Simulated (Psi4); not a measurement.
# CH7GaSi (SMILES [CH3][GaH][SiH3]) at CCSD(T)/6-31G(d) (spherical functions)

Aim: the energy change on altering one bond length of CH7GaSi at CCSD(T)/6-31G* (spherical functions), from 2 runs. 

The calculation is run with Psi4 1.11.

## Step 1: Starting point

The species is CH7GaSi (10 atoms), meant as a singlet with charge 0. SMILES: `[CH3][GaH][SiH3]`. The shape is that of a PBE0-D4/def2-TZVP optimisation.

Bond lengths: C1–Ga2 1.971 Å, Ga2–Si3 2.419 Å, C1–H4 1.090 Å, C1–H5 1.094 Å, C1–H6 1.093 Å, Ga2–H7 1.578 Å, Si3–H8 1.492 Å, Si3–H9 1.489 Å, Si3–H10 1.492 Å. Some angles: C1–Ga2–Si3 120.8°, C1–Ga2–H7 118.1°, Si3–Ga2–H7 121.0°, Ga2–C1–H4 113.1°, Ga2–C1–H5 109.2°, Ga2–C1–H6 110.1°, Ga2–Si3–H8 110.2°, Ga2–Si3–H9 114.2°, Ga2–Si3–H10 110.2°, H4–C1–H5 108.5°.

## Step 2: A single-point energy at CCSD(T)/6-31G(d) (spherical functions)

ch7gasi.in reads:

```
memory 1600 MB

molecule m {
  0 1
  C     -1.123300     1.394100    -0.619200
  Ga     0.561500     0.659300     0.093300
  Si     0.786700    -1.705300     0.550700
  H     -1.924300     0.656600    -0.670400
  H     -0.947000     1.785400    -1.626000
  H     -1.454200     2.236500    -0.005700
  H      1.759600     1.654600     0.346000
  H      0.531000    -2.496200    -0.688800
  H      2.125000    -2.100900     1.069700
  H     -0.231700    -2.135100     1.553300
  symmetry c1
  no_reorient
  no_com
}

set basis 6-31G*
set puream true
set e_convergence 1e-09
set d_convergence 1e-08
set scf_type pk
set num_frozen_docc 15

e = energy('ccsd(t)')
```

On the command line:

```bash
psi4 -i ch7gasi.in -o ch7gasi.out -n 1
```

ch7gasi.out:

```text
[...]
  Running in c1 symmetry.
[...]
  Nuclear repulsion =  238.583028564977326
[...]
  Multiplicity = 1
[...]
  Nalpha       = 29
  Nbeta        = 29
[...]
    Number of basis functions: 78
[...]
   @RHF iter   1: -2252.23719305692975   -3.30772e+00   3.32569e-02 ADIIS/DIIS
[...]
   @RHF iter  11: -2253.80167849974714   -1.59162e-11   7.22280e-09 DIIS
[...]
    Orbital Energies [Eh]
    ---------------------
    Doubly Occupied:
       1A   -378.828015     2A    -68.742939     3A    -48.206386
       4A    -42.537921     5A    -42.534957     6A    -42.534407
       7A    -11.201342     8A     -6.414166     9A     -6.108296
      10A     -4.509379    11A     -4.502351    12A     -4.501405
      13A     -4.213574    14A     -4.213431    15A     -4.213050
      16A     -1.198307    17A     -1.193956    18A     -1.193523
      19A     -1.189227    20A     -1.187498    21A     -0.921544
      22A     -0.710614    23A     -0.558556    24A     -0.545200
      25A     -0.543668    26A     -0.474259    27A     -0.473088
      28A     -0.404452    29A     -0.358606
[...]
  @RHF Final Energy: -2253.80167849974714
   => Energetics <=
    Nuclear Repulsion Energy =            238.5830285649773259
    One-Electron Energy =               -3616.3411761700908755
    Two-Electron Energy =                1123.9564691053665229
    Total Energy =                      -2253.8016784997471404
[...]
 Multipole Moments:
 ------------------------------------------------------------------------------------
     Multipole            Electronic (a.u.)      Nuclear  (a.u.)        Total (a.u.)
 ------------------------------------------------------------------------------------
 L = 1.  Multiply by 2.5417464519 to convert [e a0] to [Debye]
 Dipole X            :        -40.8891045           40.7026220           -0.1864825
 Dipole Y            :         -8.2931831            8.5597035            0.2665203
 Dipole Z            :        -13.0807837           12.9729699           -0.1078139
 Magnitude           :                                                    0.3426845
[...]
      * MP2 total energy                      = -2254.251492936304203
[...]
      * CCSD total energy                     = -2254.280663339525290
[...]
      * CCSD(T) total energy                  = -2254.292344375287485
[...]
```

Run time: 13 s. Hardware: 1 thread of Intel Xeon 6975P-C (Granite Rapids), shared host; peak memory 0.42 GiB.

## Step 3: The distorted shape, same level

calc.in reads:

```
memory 1.6 GB

molecule {
  0 1
  C
  Ga 1 1.971329
  Si 2 2.418938 1 120.81586
  H 1 1.090013 2 113.13032 3 6.07986
  H 1 1.09446 4 108.48557 2 121.2633
  H 1 1.421401 4 108.98031 5 115.95912
  H 2 1.577949 1 118.14396 4 -174.35894
  H 3 1.492403 2 110.18468 7 -121.43833
  H 3 1.488928 8 107.61984 2 -125.05241
  H 3 1.492338 9 107.61854 8 114.73276
  units angstrom
  symmetry c1
  no_reorient
  no_com
}

set globals {
  basis           6-31G*
  reference       rhf
  puream          true
  e_convergence   1e-09
  d_convergence   1e-08
  scf_type        pk
  num_frozen_docc 15
}

e = energy('ccsd(t)')
print_variables()
```

On the command line:

```bash
psi4 -n 1 calc.in calc.out
```

calc.out:

```text
[...]
  Running in c1 symmetry.
[...]
  Nuclear repulsion =  237.186896727889945
[...]
  Multiplicity = 1
[...]
  Nalpha       = 29
  Nbeta        = 29
[...]
    Number of basis functions: 78
[...]
   @RHF iter   1: -2252.14818415851823   -3.39808e+00   3.33864e-02 ADIIS/DIIS
[...]
   @RHF iter  12: -2253.76031121468077   -8.64020e-12   5.60293e-09 DIIS
[...]
    Orbital Energies [Eh]
    ---------------------
    Doubly Occupied:
       1A   -378.830637     2A    -68.745233     3A    -48.208932
       4A    -42.540482     5A    -42.537503     6A    -42.536978
       7A    -11.236790     8A     -6.416765     9A     -6.110561
      10A     -4.511969    11A     -4.504946    12A     -4.504090
      13A     -4.215835    14A     -4.215698    15A     -4.215328
      16A     -1.200922    17A     -1.196483    18A     -1.196177
      19A     -1.191880    20A     -1.190187    21A     -0.900355
      22A     -0.712373    23A     -0.562551    24A     -0.550690
      25A     -0.480572    26A     -0.476240    27A     -0.474163
      28A     -0.407527    29A     -0.359364
[...]
  @RHF Final Energy: -2253.76031121468077
   => Energetics <=
    Nuclear Repulsion Energy =            237.1868967278899447
    One-Electron Energy =               -3613.4319526296480944
    Two-Electron Energy =                1122.4847446870769545
    Total Energy =                      -2253.7603112146807689
[...]
 Multipole Moments:
 ------------------------------------------------------------------------------------
     Multipole            Electronic (a.u.)      Nuclear  (a.u.)        Total (a.u.)
 ------------------------------------------------------------------------------------
 L = 1.  Multiply by 2.5417464519 to convert [e a0] to [Debye]
 Dipole X            :          0.3029135           -0.1935501            0.1093634
 Dipole Y            :          5.7503612           -5.6788129            0.0715484
 Dipole Z            :          1.6041351           -1.8207865           -0.2166514
 Magnitude           :                                                    0.2530165
[...]
      * MP2 total energy                      = -2254.213357844182156
[...]
      * CCSD total energy                     = -2254.244919872401169
[...]
      * CCSD(T) total energy                  = -2254.257439015907494
[...]
```

Wall time 13 s (1 thread of Intel Xeon 6975P-C (Granite Rapids), shared host); peak memory 0.42 GiB.

## Step 4: Results

At CCSD(T)/6-31G* (spherical functions), 15 core orbitals frozen:

| quantity | value |
| --- | --- |
| first shape: total energy | -2254.29234 Eh |
| first shape: HOMO energy (Hartree–Fock orbitals) | -9.76 eV |
| first shape: LUMO energy (Hartree–Fock orbitals) | 1.03 eV |
| first shape: HOMO–LUMO gap (Hartree–Fock orbitals) | 10.79 eV |
| first shape: correlation energy (15 core orbitals frozen) | -490.7 mEh |
| first shape: (T) correction | -11.68 mEh |
| first shape: T1 diagnostic | 0.013 |
| distorted shape: total energy | -2254.25744 Eh |
| distorted shape: HOMO energy (Hartree–Fock orbitals) | -9.78 eV |
| distorted shape: LUMO energy (Hartree–Fock orbitals) | 1.00 eV |
| distorted shape: HOMO–LUMO gap (Hartree–Fock orbitals) | 10.78 eV |
| distorted shape: correlation energy (15 core orbitals frozen) | -497.1 mEh |
| distorted shape: (T) correction | -12.52 mEh |
| distorted shape: T1 diagnostic | 0.013 |
| energy change with the C1–H6 bond stretched from 1.093 to 1.421 Å | 0.950 eV |

**Reading.** With the C1–H6 bond stretched from 1.093 to 1.421 Å the energy rises by 0.95 eV (21.9 kcal/mol). The first shape isn't relaxed at this level, so the change isn't measured from a minimum. The triples (first shape) make up 2.4 % of the correlation energy. The triples (distorted shape) make up 2.5 % of the correlation energy.
